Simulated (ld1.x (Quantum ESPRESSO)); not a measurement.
**Pseudopotential generation for tin: TM semilocal, PBE**

Task: generate the file, and judge it by its errors in other configurations, its logarithmic derivatives, its ghosts and its cutoff.

Program: ld1.x (Quantum ESPRESSO) 7.5. Reference atom: PBE, scalar-relativistic, spherical and spin-unpolarised. All values are calculated.

### Step 1. Settings

Typed settings, in words:

```json
{"element": "tin (Sn, Z = 50)", "type": "norm-conserving Troullier–Martins (semilocal form)", "frozen core": "[Kr] 4d10", "valence charge": "4", "reference configuration": "5s2 5p2", "partial waves": "5s (bound): rc 2.10 bohr; 5p (bound): rc 2.10 bohr; 5d channel at 0.25 Ry: rc 2.15 bohr", "local potential": "the d channel", "core correction": "not asked for"}
```

The outer shells as boxes (Hund's rule for the drawing; the calculation is spin-unpolarised):

```
[Kr] core
4d [↑↓][↑↓][↑↓][↑↓][↑↓]
5s [↑↓]
5p [↑ ][↑ ][  ]
```

An earlier all-electron run gives the scale for the radii.

All-electron outer shells of the reference configuration (PBE, scalar-relativistic, ld1.x):

```tsv
shell	level (eV)	outermost node (bohr)	outermost maximum (bohr)
4p	-89.70	0.41	0.79
4d	-25.84	0.39	0.88
5s	-10.55	0.98	2.01
5p	-3.69	1.09	2.55
```

### Step 2. The generation run

The input, Sn.in:

```
 &input
   title='Sn', zed=50., rel=1, dft='PBE', iswitch=3,
   config='[Kr] 4d10 5s2 5p2 5d-2',
   nld=3, rlderiv=2.35, eminld=-3.0, emaxld=5.0, deld=0.02
 /
 &inputp
   pseudotype=1, tm=.true., lloc=2,
   nlcc=.false.,
   file_pseudopw='Sn.pp', file_wfcaegen='ae.wfc', file_wfcncgen='nc.wfc'
 /
3
5S  1  0   2.00   0.00  2.10  2.10  0.0
5P  2  1   2.00   0.00  2.10  2.10  0.0
5D  3  2  -2.00   0.25  2.15  2.15  0.0
 &test
   configts(1)='5s2 5p2'
 /
```

Launch:

```bash
ld1.x < Sn.in > Sn.out
```

The output, Sn.out (without the banner and most projector matrices):

```text
     Program LD1 v.7.5
     --------------------------- All-electron run ----------------------------

     Sn
     scalar relativistic calculation

     atomic number is 50.00
     dft =PBE   lsd =0 sic =0 latt =0  beta=0.20 tr2=1.0E-14
     Exchange-correlation= PBE
                           (   1   4   3   4   0   0   0)
     mesh =1243 r(mesh) = 100.78374 a.u. xmin = -7.00 dx = 0.01250
     1 Ry =  13.60569312 eV, c = 137.03599908

     n l     nl                  e(Ry)          e(Ha)          e(eV)
     1 0     1S 1( 2.00)     -2132.5094     -1066.2547    -29014.2686
     2 0     2S 1( 2.00)      -321.9321      -160.9660     -4380.1088
     2 1     2P 1( 6.00)      -288.9932      -144.4966     -3931.9523
     3 0     3S 1( 2.00)       -62.1247       -31.0624      -845.2497
     3 1     3P 1( 6.00)       -51.3616       -25.6808      -698.8107
     4 0     4S 1( 2.00)        -9.8437        -4.9218      -133.9301
     4 1     4P 1( 6.00)        -6.5928        -3.2964       -89.7001
     3 2     3D 1(10.00)       -34.7961       -17.3980      -473.4246
     4 2     4D 1(10.00)        -1.8991        -0.9496       -25.8391
     5 0     5S 1( 2.00)        -0.7753        -0.3877       -10.5488
     5 1     5P 1( 2.00)        -0.2715        -0.1358        -3.6941

     final scf error:  8.2E-15 reached in  31 iterations

     Etot =  -12354.410875 Ry,   -6177.205437 Ha, -168090.323077 eV

     Ekin =   12899.149735 Ry,    6449.574868 Ha,  175501.872843 eV
     Encl =  -29875.374000 Ry,  -14937.687000 Ha, -406475.170578 eV
     Eh   =    4951.344976 Ry,    2475.672488 Ha,   67366.480290 eV
     Exc  =    -329.531586 Ry,    -164.765793 Ha,   -4483.505633 eV

     normalization and overlap integrals

     s(1S/1S) =  1.000000  <r> =   0.0291  <r2> =    0.0011  r(max) =   0.0188
     s(2S/2S) =  1.000000  <r> =   0.1255  <r2> =    0.0186  r(max) =   0.1054
     s(2P/2P) =  1.000000  <r> =   0.1096  <r2> =    0.0147  r(max) =   0.0853
     s(3S/3S) =  1.000000  <r> =   0.3393  <r2> =    0.1317  r(max) =   0.3090
     s(3P/3P) =  1.000000  <r> =   0.3377  <r2> =    0.1323  r(max) =   0.3013
     s(4S/4S) =  1.000000  <r> =   0.8186  <r2> =    0.7582  r(max) =   0.7412
     s(4P/4P) =  1.000000  <r> =   0.8859  <r2> =    0.8969  r(max) =   0.7890
     s(3D/3D) =  1.000000  <r> =   0.3146  <r2> =    0.1175  r(max) =   0.2498
     s(4D/4D) =  1.000000  <r> =   1.0991  <r2> =    1.4383  r(max) =   0.8829
     s(5S/5S) =  1.000000  <r> =   2.3966  <r2> =    6.5684  r(max) =   2.0147
     s(5P/5P) =  1.000000  <r> =   3.2510  <r2> =   12.4120  r(max) =   2.5548

     ------------------------ End of All-electron run ------------------------

     --------------------- Generating NC pseudopotential ---------------------

      Generating local pot.: lloc=2, matching radius rcloc =   2.1500

      Wfc   5S  rcut= 2.092  Using Troullier-Martins method

      Wfc   5P  rcut= 2.092  Using Troullier-Martins method

     ------------------- End of pseudopotential generation -------------------

     [... the all-electron block is printed once more ...]


     Computing logarithmic derivative in   2.35548
     Computing logarithmic derivative in   2.35548
     Computing the partial wave expansion
     R is outside the sphere for l=    0 j= 0.00
     R is outside the sphere for l=    1 j= 0.00
       no projector for channel:   2

     ---------------------- Testing the pseudopotential ----------------------

     Sn
     scalar relativistic calculation

     atomic number is 50.00   valence charge is  4.00
     dft =PBE   lsd =0 sic =0 latt =0  beta=0.20 tr2=1.0E-14
     mesh =1243 r(mesh) = 100.78374 xmin = -7.00 dx = 0.01250

     n l     nl             e AE (Ry)        e PS (Ry)    De AE-PS (Ry)
     1 0     5S   1( 2.00)       -0.77532       -0.77533        0.00000
     2 1     5P   1( 2.00)       -0.27151       -0.27151       -0.00000

     eps = 2.3E-16  iter =  6

     Etot =  -12354.410875 Ry,   -6177.205437 Ha, -168090.323077 eV
     Etotps =    -6.726472 Ry,      -3.363236 Ha,     -91.518316 eV

     Ekin =       2.092367 Ry,       1.046184 Ha,      28.468105 eV
     Encl =      -8.651378 Ry,      -4.325689 Ha,    -117.707998 eV
     Ehrt =       5.144245 Ry,       2.572123 Ha,      69.991021 eV
     Ecxc =      -1.763792 Ry,      -0.881896 Ha,     -23.997616 eV
     Epseu=      -3.547914 Ry,      -1.773957 Ha,     -48.271827 eV

     ---------------------- End of pseudopotential test ----------------------
```

It took 1.7 s on 1 thread, shared host. (Generation and the later configuration tests together.)

Partial waves on a coarse radial grid (AE all-electron, PS pseudo):

```
r (bohr)    5s AE   5s PS    5p AE   5p PS
   0.108  -0.1188  0.0146  -0.0475  0.0020
   0.215   0.2005  0.0301   0.1494  0.0078
   0.322   0.1525  0.0474   0.1054  0.0176
   0.430  -0.0968  0.0680  -0.0547  0.0312
   0.538  -0.2907  0.0929  -0.1892  0.0486
   0.645  -0.3523  0.1231  -0.2506  0.0695
   0.752  -0.3009  0.1601  -0.2441  0.0940
   0.860  -0.1782  0.2055  -0.1888  0.1223
   0.968  -0.0239  0.2597  -0.1057  0.1541
   1.075   0.1329  0.3215  -0.0117  0.1891
   1.182   0.2779  0.3897   0.0835  0.2274
   1.290   0.4045  0.4619   0.1747  0.2693
   1.398   0.5082  0.5328   0.2575  0.3138
   1.505   0.5887  0.5968   0.3298  0.3594
   1.612   0.6487  0.6502   0.3921  0.4052
   1.720   0.6908  0.6907   0.4451  0.4495
   1.828   0.7172  0.7170   0.4888  0.4897
   1.935   0.7302  0.7302   0.5237  0.5238
   2.042   0.7325  0.7325   0.5512  0.5512
   2.150   0.7260  0.7260   0.5721  0.5721
   2.258   0.7125  0.7125   0.5870  0.5870
   2.365   0.6937  0.6937   0.5966  0.5966
   2.472   0.6708  0.6708   0.6017  0.6017
   2.580   0.6447  0.6447   0.6029  0.6029
   2.688   0.6164  0.6164   0.6006  0.6006
   2.795   0.5870  0.5870   0.5955  0.5955
```

### Step 3. Transferability test

The input, Sn.test.in:

```
 &input
   title='Sn', zed=50., rel=1, dft='PBE', iswitch=2,
   config='[Kr] 4d10 5s2 5p2 5d-2'
 /
 &test
   file_pseudo='Sn.pp', nconf=8,
   configts(1)='5s2 5p2',
   configts(2)='5s2 5p1',
   configts(3)='5s2 5p0',
   configts(4)='5s1 5p0',
   configts(5)='5s0 5p4',
   configts(6)='5s1 5p3',
   configts(7)='5s2 5p2.3',
   configts(8)='5s2 5p1.5'
 /
```

Launch:

```bash
ld1.x < Sn.test.in > Sn.test.out
```

Sn.test.out, the pseudopotential blocks:

```text
     ---------------------- Testing the pseudopotential ----------------------

     Sn
     scalar relativistic calculation

     atomic number is 50.00   valence charge is  4.00
     dft =PBE   lsd =0 sic =0 latt =0  beta=0.20 tr2=1.0E-14
     mesh =1243 r(mesh) = 100.78374 xmin = -7.00 dx = 0.01250

     n l     nl             e AE (Ry)        e PS (Ry)    De AE-PS (Ry)
     1 0     5S   1( 2.00)       -0.77532       -0.77533        0.00000
     2 1     5P   1( 2.00)       -0.27151       -0.27151       -0.00000

     eps = 6.3E-15  iter = 21

     Etot =  -12354.410875 Ry,   -6177.205437 Ha, -168090.323077 eV
     Etotps =    -6.726472 Ry,      -3.363236 Ha,     -91.518317 eV

     Ekin =       2.092367 Ry,       1.046184 Ha,      28.468104 eV
     Encl =      -8.651378 Ry,      -4.325689 Ha,    -117.707998 eV
     Ehrt =       5.144245 Ry,       2.572123 Ha,      69.991021 eV
     Ecxc =      -1.763792 Ry,      -0.881896 Ha,     -23.997616 eV
     Epseu=      -3.547914 Ry,      -1.773957 Ha,     -48.271828 eV

     ---------------------- End of pseudopotential test ----------------------

     ---------------------- Testing the pseudopotential ----------------------

     Sn
     [...]
     n l     nl             e AE (Ry)        e PS (Ry)    De AE-PS (Ry)
     1 0     5S   1( 2.00)       -1.30909       -1.30985        0.00076
     2 1     5P   1( 1.00)       -0.75374       -0.75343       -0.00031

     eps = 6.2E-16  iter = 14

     Etot =  -12353.905608 Ry,   -6176.952804 Ha, -168083.448573 eV
     Etotps =    -6.221202 Ry,      -3.110601 Ha,     -84.643771 eV
     dEtot_ae =       0.505267 Ry
     dEtot_ps =       0.505270 Ry,   Delta E=      -0.000003 Ry

     [...]
     ---------------------- End of pseudopotential test ----------------------

     ---------------------- Testing the pseudopotential ----------------------

     Sn
     [...]
     n l     nl             e AE (Ry)        e PS (Ry)    De AE-PS (Ry)
     1 0     5S   1( 2.00)       -1.91763       -1.91685       -0.00078
     2 1     5P   1( 0.00)       -1.30765       -1.30325       -0.00440

     eps = 6.2E-15  iter = 12

     Etot =  -12352.880119 Ry,   -6176.440059 Ha, -168069.496084 eV
     Etotps =    -5.197091 Ry,      -2.598546 Ha,     -70.710025 eV
     dEtot_ae =       1.530756 Ry
     dEtot_ps =       1.529381 Ry,   Delta E=       0.001375 Ry

     [...]
     ---------------------- End of pseudopotential test ----------------------

     ---------------------- Testing the pseudopotential ----------------------

     Sn
     [...]
     n l     nl             e AE (Ry)        e PS (Ry)    De AE-PS (Ry)
     1 0     5S   1( 1.00)       -2.64311       -2.61722       -0.02589  !
     2 1     5P   1( 0.00)       -1.96962       -1.94429       -0.02533  !

     eps = 2.6E-15  iter = 12

     Etot =  -12350.603760 Ry,   -6175.301880 Ha, -168038.524645 eV
     Etotps =    -2.929854 Ry,      -1.464927 Ha,     -39.862690 eV
     dEtot_ae =       3.807115 Ry
     dEtot_ps =       3.796619 Ry,   Delta E=       0.010496 Ry

     [...]
     ---------------------- End of pseudopotential test ----------------------

     ---------------------- Testing the pseudopotential ----------------------

     Sn
     [...]
     n l     nl             e AE (Ry)        e PS (Ry)    De AE-PS (Ry)
     1 0     5S   1( 0.00)       -0.89659       -0.89089       -0.00570  !
     2 1     5P   1( 4.00)       -0.35892       -0.35866       -0.00026

     eps = 6.7E-15  iter = 12

     Etot =  -12353.368240 Ry,   -6176.684120 Ha, -168076.137310 eV
     Etotps =    -5.688356 Ry,      -2.844178 Ha,     -77.394022 eV
     dEtot_ae =       1.042635 Ry
     dEtot_ps =       1.038117 Ry,   Delta E=       0.004518 Ry

     [...]
     ---------------------- End of pseudopotential test ----------------------

     ---------------------- Testing the pseudopotential ----------------------

     Sn
     [...]
     n l     nl             e AE (Ry)        e PS (Ry)    De AE-PS (Ry)
     1 0     5S   1( 1.00)       -0.83895       -0.83708       -0.00187
     2 1     5P   1( 3.00)       -0.31727       -0.31753        0.00026

     eps = 5.7E-15  iter = 19

     Etot =  -12353.897991 Ry,   -6176.948995 Ha, -168083.344936 eV
     Etotps =    -6.214525 Ry,      -3.107263 Ha,     -84.552923 eV
     dEtot_ae =       0.512884 Ry
     dEtot_ps =       0.511947 Ry,   Delta E=       0.000937 Ry

     [...]
     ---------------------- End of pseudopotential test ----------------------

     ---------------------- Testing the pseudopotential ----------------------

     Sn
     [...]
     n l     nl             e AE (Ry)        e PS (Ry)    De AE-PS (Ry)
     1 0     5S   1( 2.00)       -0.63645       -0.63635       -0.00010
     2 1     5P   1( 2.30)       -0.14657       -0.14664        0.00007

     eps = 5.7E-15  iter = 23

     Etot =  -12354.473285 Ry,   -6177.236643 Ha, -168091.172217 eV
     Etotps =    -6.788908 Ry,      -3.394454 Ha,     -92.367797 eV
     dEtot_ae =      -0.062411 Ry
     dEtot_ps =      -0.062436 Ry,   Delta E=       0.000025 Ry

     [...]
     ---------------------- End of pseudopotential test ----------------------

     ---------------------- Testing the pseudopotential ----------------------

     Sn
     [...]
     n l     nl             e AE (Ry)        e PS (Ry)    De AE-PS (Ry)
     1 0     5S   1( 2.00)       -1.03071       -1.03104        0.00033
     2 1     5P   1( 1.50)       -0.50178       -0.50169       -0.00009

     eps = 3.7E-15  iter = 17

     Etot =  -12354.218616 Ry,   -6177.109308 Ha, -168087.707268 eV
     Etotps =    -6.534193 Ry,      -3.267097 Ha,     -88.902226 eV
     dEtot_ae =       0.192258 Ry
     dEtot_ps =       0.192279 Ry,   Delta E=      -0.000021 Ry

     [...]
     ---------------------- End of pseudopotential test ----------------------
```

Excitation and ionisation energies from 5s2 5p2, with the error of the potential.

| valence configuration | charge | ΔE all-electron (eV) | error AE − PS (meV) |
| --- | --- | --- | --- |
| 5s2 5p1 | +1 | 6.875 | 0.0 |
| 5s2 5p0 | +2 | 20.827 | +19 |
| 5s1 5p0 | +3 | 51.798 | +143 |
| 5s0 5p4 | 0 | 14.186 | +61 |
| 5s1 5p3 | 0 | 6.978 | +13 |
| 5s2 5p2.3 | -0.3 | -0.849 | +0.3 |
| 5s2 5p1.5 | +0.5 | 2.616 | -0.3 |

### Step 4. Scattering by logarithmic derivatives

Taken from the files of the generation run. The phase is arctan(r·u′/u) with u = r·R, unwrapped, with energies in Ry. A pole is an energy at which the radial function vanishes at the test radius. The pseudo phase is shifted by a multiple of π to meet the all-electron one at the reference energy. Levels narrower than the energy grid can be missing from the poles. The last column is the largest difference on the grid between −1 and +1 Ry.

```tsv
channel	radius (bohr)	reference (Ry)	poles AE	poles PS	window around the reference with phases within 0.05 rad (Ry)	largest difference near zero (rad)
s	2.35	-0.78	1.47	1.37	below 3.3	0.007
p	2.35	-0.27	2.96	2.63	below 3.5	0.014
d	2.35	0.25	-1.75	0.85	-0.8 to 0.6	2.499
```

Phases (rad) along the scan:

```
E (Ry)    d AE    d PS    s AE    s PS
 -3.00   1.288  -1.791   1.220   1.218
 -2.52   1.210  -1.804   1.150   1.147
 -2.04   0.201  -1.820   1.027   1.024
 -1.56  -1.688  -1.839   0.761   0.757
 -1.08  -1.794  -1.862   0.071   0.070
 -0.60  -1.858  -1.893  -0.839  -0.839
 -0.12  -1.925  -1.936  -1.235  -1.237
  0.36  -2.017  -2.020  -1.403  -1.408
  0.84  -2.169  -4.668  -1.495  -1.502
  1.32  -2.468  -5.143  -1.556  -1.565
  1.80  -3.099  -5.282  -1.601  -1.615
  2.28  -3.844  -5.468  -1.640  -1.660
  2.76  -4.237  -5.772  -1.676  -1.706
  3.24  -4.424  -6.252  -1.713  -1.761
  3.72  -4.529  -6.779  -1.755  -1.839
  4.20  -4.596  -7.147  -1.808  -1.972
  4.68  -4.645  -7.364  -1.883  -2.287
```

### Step 5. Cutoff and ghost test in a Bessel basis

This step uses the generator's waves and projectors in a separate script. Basis: spherical Bessel functions vanishing at 20 bohr, q² up to the cutoff; potential fixed at the reference.

All-electron valence levels (Ry): 5s -0.7753, 5p -0.2715. The lowest levels of each channel (Ry) by cutoff; the last column sums, over occupied levels, occupation times the distance from the level at 400 Ry. A positive value at high cutoff is not a bound level.

```
cutoff (Ry)     s #1     p #1    d #1  Σ f·Δε (mRy)
          8  -0.7592  -0.2672  0.0465          40.9
         10  -0.7668  -0.2695  0.0465          21.1
         15  -0.7681  -0.2707  0.0465          16.0
         18  -0.7704  -0.2708  0.0464          11.3
         21  -0.7724  -0.2710  0.0464           6.8
         25  -0.7740  -0.2713  0.0463           3.0
         30  -0.7750  -0.2714  0.0463           0.9
         35  -0.7751  -0.2714  0.0463           0.7
         40  -0.7751  -0.2715  0.0462           0.6
        400  -0.7753  -0.2715  0.0461           0.0
```

The sum stays within 10 mRy from 21 Ry and within 1 mRy from 30 Ry. The sum leaves out empty levels, which can need more. Ghost test: no level below the all-electron spectrum of its channel (s, p, d tested).

### Step 6. Summary of results

| quantity | value |
| --- | --- |
| cutoffs for 10 and 1 mRy, occupied levels | 21 Ry and 30 Ry |
| bound ghosts | none found |
| largest test error (AE − PS) | +143 meV, for 5s1 5p0 |
| largest phase difference near zero energy, channels read | 2.499 rad |

By total energies transferability is fair for so large an energy: the largest error is 143 meV on 51.8 eV, for 5s1 5p0. That test lies far up in energy; among those under 40 eV, nearer to bonding, the largest error is 61 meV. By its cutoff, 21 Ry for the looser tolerance, it is soft on the atom at that tolerance. The slowest occupied level is 5s: taken alone it needs 30 Ry to come within 1 mRy, against 12 Ry for 5p. No bound ghost shows below the valence levels. Near zero energy the largest phase difference among the channels read is 2.50 rad, in the d channel. The pseudo curves have a pole with no partner nearby in the atom's: d at 0.85 Ry. At positive energy that is a spurious or a displaced resonance.
